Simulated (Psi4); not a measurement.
# doublet [SiH4O4]+: levels of theory compared

Aim: a comparison of 4 runs (U-wB97X-V/def2-SVP, UDSD-PBEP86/def2-SVP, UTPSSh/def2-SVP, UMP3/def2-SVP) of doublet [SiH4O4]+. 

Program for the calculation: Psi4 1.11.

2 further runs of the same task are left out: 2 that didn't finish.

### 1 The system as given

The species is [SiH4O4]+ (9 atoms), meant as a doublet with charge +1. As SMILES of the parent species, `O[Si](O)(O)O`. The coordinates come from a PBE0-D4/def2-TZVP relaxation. This is one conformer, not always the lowest. That shape belongs to the parent species and isn't relaxed for this state.

Bond lengths: O1–Si2 1.631 Å, Si2–O3 1.631 Å, Si2–O4 1.631 Å, Si2–O5 1.631 Å, O1–H6 0.958 Å, O3–H7 0.958 Å, O4–H8 0.958 Å, O5–H9 0.958 Å. Angles: O1–Si2–O3 106.4°, O1–Si2–O4 115.8°, O1–Si2–O5 106.4°, O3–Si2–O4 106.4°, O3–Si2–O5 115.8°, O4–Si2–O5 106.4°, Si2–O1–H6 116.6°, Si2–O3–H7 116.6°, Si2–O4–H8 116.6°, Si2–O5–H9 116.6°.

### 2 The energy at U-wB97X-V/def2-SVP (run 1)

input.json

```json
{
 "schema_name": "qcschema_input",
 "schema_version": 1,
 "molecule": {
  "schema_name": "qcschema_molecule",
  "schema_version": 2,
  "symbols": ["O", "Si", "O", "O", "O", "H", "H", "H", "H"],
  "geometry": [-1.8312391, 1.46708888, -1.99849876, 1.89e-05, 5.669e-05, -7.559e-05, 2.88676453, 0.81953643, -0.70326158, -0.08152279, -3.07889298, -0.11319459, -0.97396484, 0.79249444, 2.81467147, -1.20840427, 1.6435893, -3.689369, 4.20705948, -0.25543428, -0.08728645, -1.45138525, -3.88552258, 0.75339601, -1.54728885, 2.4971219, 3.02363739],
  "molecular_charge": 1,
  "molecular_multiplicity": 2,
  "fix_symmetry": "c1"
 },
 "driver": "energy",
 "model": {
  "method": "wb97x-v",
  "basis": "def2-SVP"
 },
 "keywords": {
  "reference": "uks",
  "puream": true,
  "e_convergence": 1e-09,
  "d_convergence": 1e-08,
  "scf_type": "pk",
  "dft_radial_points": 99,
  "dft_spherical_points": 590,
  "maxiter": 100
 }
}
```

On the command line:

```
$ psi4 --qcschema input.json -n 1 --memory 2200MB
```

stdout:

```text
[...]
  Running in c1 symmetry.
[...]
  Nuclear repulsion =  269.977267110290200
[...]
  Multiplicity = 2
[...]
  Nalpha       = 25
  Nbeta        = 24
[...]
    Number of basis functions: 94
[...]
   @UKS iter   1:  -591.86940659662196   -2.56707e-01   7.78942e-03 ADIIS/DIIS
[...]
   @UKS iter  23:  -592.08487618591971    1.13687e-12   5.74606e-09 DIIS
[...]
   @S^2 Observed:                7.589098239E-01
[...]
    Orbital Energies [Eh]
    ---------------------
    Alpha Occupied:
       1A    -66.453644     2A    -19.496446     3A    -19.496387
       4A    -19.496338     5A    -19.496302     6A     -5.703194
       7A     -4.057760     8A     -4.057563     9A     -4.057383
      10A     -1.420943    11A     -1.379521    12A     -1.378957
      13A     -1.373351    14A     -0.958346    15A     -0.895903
      16A     -0.895367    17A     -0.885557    18A     -0.778682
      19A     -0.744789    20A     -0.743135    21A     -0.735662
      22A     -0.729261    23A     -0.714481    24A     -0.702137
      25A     -0.692762
    Alpha Virtual:
[...]
  @UKS Final Energy:  -592.08487618591971
   => Energetics <=
    Nuclear Repulsion Energy =            269.9772671102901995
    One-Electron Energy =               -1342.8592828750822719
    Two-Electron Energy =                 521.5835929240773794
    DFT Exchange-Correlation Energy =     -40.9868963048961490
    Empirical Dispersion Energy =           0.0000000000000000
    VV10 Nonlocal Energy =                  0.2004429596910417
    Total Energy =                       -592.0848761859197111
[...]
 Multipole Moments:
 ------------------------------------------------------------------------------------
     Multipole            Electronic (a.u.)      Nuclear  (a.u.)        Total (a.u.)
 ------------------------------------------------------------------------------------
 L = 1.  Multiply by 2.5417464519 to convert [e a0] to [Debye]
 Dipole X            :          0.0252455           -0.0000323            0.0252132
 Dipole Y            :          0.0207927           -0.0002244            0.0205683
 Dipole Z            :          0.0274519            0.0003169            0.0277688
 Magnitude           :                                                    0.0427770
[...]
```

The result, in JSON:

```text
{
 "driver": "energy",
 "model": {
  "method": "wb97x-v",
  "basis": "def2-SVP"
 },
 "success": true,
 "return_result": -592.0848761859197,
 "properties": {
  "calcinfo_nbasis": 94,
  "calcinfo_nmo": 94,
  "calcinfo_nalpha": 25,
  "calcinfo_nbeta": 24,
  "calcinfo_natom": 9,
  "nuclear_repulsion_energy": 269.9772671102902,
  "return_energy": -592.0848761859197,
  "scf_one_electron_energy": -1342.8592828750823,
  "scf_two_electron_energy": 521.5835929240774,
  "scf_vv10_energy": 0.20044295969104167,
  "scf_xc_energy": -40.98689630489615,
  "scf_dipole_moment": [0.02521319870932842, 0.02056829954047934, 0.027768821801164245],
  "scf_total_energy": -592.0848761859197,
  "scf_iterations": 23
 }
}
```

It took 3.7 min on 1 thread of Intel Xeon 6975P-C (Granite Rapids), shared host; peak memory 0.99 GiB.

### 3 A single-point energy at UDSD-PBEP86/def2-SVP (density fitting for correlation) (run 2)

input.in

```
memory 2200 mb

molecule {
  1 2
  O     -1.83123910     1.46708888    -1.99849876
  Si     0.00001890     0.00005669    -0.00007559
  O      2.88676453     0.81953643    -0.70326158
  O     -0.08152279    -3.07889298    -0.11319459
  O     -0.97396484     0.79249444     2.81467147
  H     -1.20840427     1.64358930    -3.68936900
  H      4.20705948    -0.25543428    -0.08728645
  H     -1.45138525    -3.88552258     0.75339601
  H     -1.54728885     2.49712190     3.02363739
  units bohr
  symmetry c1
}

set {
  basis                def2-SVP
  reference            uks
  puream               true
  e_convergence        1e-09
  d_convergence        1e-08
  scf_type             pk
  dft_radial_points    99
  dft_spherical_points 590
  num_frozen_docc      9
  maxiter              100
}

energy_value = energy("dsd-pbep86")
```

On the command line:

```
$ psi4 -i input.in -o input.out -n 1
```

input.out:

```text
[...]
  Running in c1 symmetry.
[...]
  Nuclear repulsion =  269.977267110290200
[...]
  Multiplicity = 2
[...]
  Nalpha       = 25
  Nbeta        = 24
[...]
    Number of basis functions: 94
[...]
   @UKS iter   1:  -590.79012739704274   -3.83562e-01   6.65632e-03 ADIIS/DIIS
[...]
   @UKS iter  27:  -590.96733731799668    4.54747e-12   2.80050e-09 DIIS
[...]
   @S^2 Observed:                7.932482899E-01
[...]
    Orbital Energies [Eh]
    ---------------------
    Alpha Occupied:
       1A    -68.155595     2A    -20.422733     3A    -20.422687
       4A    -20.266577     5A    -20.266565     6A     -6.151264
       7A     -4.348911     8A     -4.346387     9A     -4.345730
      10A     -1.582251    11A     -1.562501    12A     -1.429443
      13A     -1.412950    14A     -1.013749    15A     -0.976041
      16A     -0.893684    17A     -0.880833    18A     -0.877850
      19A     -0.838243    20A     -0.804662    21A     -0.802954
      22A     -0.717048    23A     -0.698596    24A     -0.680183
      25A     -0.644439
    Alpha Virtual:
[...]
  @UKS Final Energy:  -590.96733731799668
   => Energetics <=
    Nuclear Repulsion Energy =            269.9772671102901995
    One-Electron Energy =               -1342.6703033085696006
    Two-Electron Energy =                 497.8111152760654363
    DFT Exchange-Correlation Energy =     -16.0854163957826160
    Empirical Dispersion Energy =           0.0000000000000000
    VV10 Nonlocal Energy =                  0.0000000000000000
    Total Energy =                       -590.9673373179966802
[...]
 Multipole Moments:
 ------------------------------------------------------------------------------------
     Multipole            Electronic (a.u.)      Nuclear  (a.u.)        Total (a.u.)
 ------------------------------------------------------------------------------------
 L = 1.  Multiply by 2.5417464519 to convert [e a0] to [Debye]
 Dipole X            :         -0.6208215           -0.0000323           -0.6208538
 Dipole Y            :         -0.5229026           -0.0002244           -0.5231270
 Dipole Z            :         -0.6856130            0.0003169           -0.6852961
 Magnitude           :                                                    1.0624275
[...]
```

Wall time 35 s (1 thread of Intel Xeon 6975P-C (Granite Rapids), shared host); peak memory 0.91 GiB.

Run 3 isn't shown in full; the table further down has it.

### 4 The energy at UMP3/def2-SVP (run 4)

h4o4si_ase.py

```python
import numpy as np
from ase.calculators.psi4 import Psi4
from ase import Atoms

atoms = Atoms(['O', 'Si', 'O', 'O', 'O', 'H', 'H', 'H', 'H'], positions=[
    [-0.969050, 0.776350, -1.057560],
    [0.000010, 0.000030, -0.000040],
    [1.527610, 0.433680, -0.372150],
    [-0.043140, -1.629280, -0.059900],
    [-0.515400, 0.419370, 1.489460],
    [-0.639460, 0.869750, -1.952330],
    [2.226280, -0.135170, -0.046190],
    [-0.768040, -2.056130, 0.398680],
    [-0.818790, 1.321420, 1.600040],
])
calc = Psi4(atoms=atoms, method='mp3', basis='def2-SVP', memory='2200MB', num_threads=1, charge=1, multiplicity=2, label='psi4-calc', reference='uhf')
calc.psi4.set_options({'puream': True, 'e_convergence': 1e-09, 'd_convergence': 1e-08, 'scf_type': 'pk', 'num_frozen_docc': 9, 'maxiter': 100, 'mp_type': 'conv'})
atoms.calc = calc

print(f'energy: {atoms.get_potential_energy():.6f} eV')
```

On the command line:

```
$ python h4o4si_ase.py
```

psi4-calc.dat:

```text
[...]
  Running in c1 symmetry.
[...]
  Nuclear repulsion =  269.977267005942508
[...]
  Multiplicity = 2
[...]
  Nalpha       = 25
  Nbeta        = 24
[...]
    Number of basis functions: 94
[...]
   @UHF iter   1:  -589.98496173694082   -5.99624e-01   6.00461e-03 ADIIS/DIIS
[...]
   @UHF iter  27:  -590.16538985028296   -7.16227e-12   6.88515e-09 DIIS
[...]
   @S^2 Observed:                8.275570657E-01
[...]
    Orbital Energies [Eh]
    ---------------------
    Alpha Occupied:
       1A    -69.086182     2A    -20.930315     3A    -20.930306
       4A    -20.759194     5A    -20.759188     6A     -6.444005
       7A     -4.558605     8A     -4.555701     9A     -4.555543
      10A     -1.709846    11A     -1.690527    12A     -1.538707
      13A     -1.521215    14A     -1.087039    15A     -1.049186
      16A     -0.960986    17A     -0.959614    18A     -0.948241
      19A     -0.922443    20A     -0.875121    21A     -0.870361
      22A     -0.777740    23A     -0.757430    24A     -0.739211
      25A     -0.702431
    Alpha Virtual:
[...]
  @UHF Final Energy:  -590.16538985028296
   => Energetics <=
    Nuclear Repulsion Energy =            269.9772670059425081
    One-Electron Energy =               -1342.4676834298688846
    Two-Electron Energy =                 482.3250265736435836
    Total Energy =                       -590.1653898502829634
  UHF NO Occupations:
  HONO-2 :   23  A 1.9992201
  HONO-1 :   24  A 1.9631082
[...]
 Multipole Moments:
 ------------------------------------------------------------------------------------
     Multipole            Electronic (a.u.)      Nuclear  (a.u.)        Total (a.u.)
 ------------------------------------------------------------------------------------
 L = 1.  Multiply by 2.5417464519 to convert [e a0] to [Debye]
 Dipole X            :         -0.6534174           -0.0000323           -0.6534497
 Dipole Y            :         -0.5506131           -0.0002244           -0.5508375
 Dipole Z            :         -0.7215441            0.0003169           -0.7212273
 Magnitude           :                                                    1.1182966
[...]
	SCS-MP2 Total Energy (a.u.)        :  -590.95371666794858
	SOS-MP2 Total Energy (a.u.)        :  -590.93981514932022
[...]
	SOS-PI-MP2 Total Energy (a.u.)     :  -590.99938632616920
[...]
	MP2 Total Energy (a.u.)            :  -590.98151970520564
[...]
	SCS-MP3 Total Energy (a.u.)        :  -590.95667222709380
[...]
	MP3 Total Energy (a.u.)            :  -590.99334194178630
[...]
```

Standard output:

```text
energy: -16081.747965 eV
```

Run time: 13 s. Hardware: 1 thread of Intel Xeon 6975P-C (Granite Rapids), shared host; peak memory 0.66 GiB.

### 5 All runs side by side

```csv
run,level,frozen core orbitals,fitting correlation,energy (Eh),HOMO energy (eV),LUMO energy (eV),⟨S²⟩,wall time
1,U-wB97X-V/def2-SVP,0,–,-592.084876,-17.38,-11.91,0.759,3.7 min
2,UDSD-PBEP86/def2-SVP (density fitting for correlation),9,density fitting,-591.399009,-17.48,-11.54,0.793,35 s
3,UTPSSh/def2-SVP,0,–,-592.266927,-14.32,-13.63,0.755,74 s
4,UMP3/def2-SVP,9,none,-590.993342,-17.85,-9.60,0.828,13 s
```

### 6 Results

| quantity | value |
| --- | --- |
| run 4: total energy | -590.99334 Eh |
| run 4: HOMO energy (Hartree–Fock orbitals) (highest over α and β) | -17.85 eV |
| run 4: LUMO energy (Hartree–Fock orbitals) (lowest over α and β) | -9.60 eV |
| run 4: correlation energy (9 core orbitals frozen) | -828.0 mEh |
| run 4: ⟨S²⟩ of the reference determinant | 0.828 |

**Reading.** Totals of different functionals can't be ranked against each other. All runs together took 5.7 min, the longest 3.7 min.
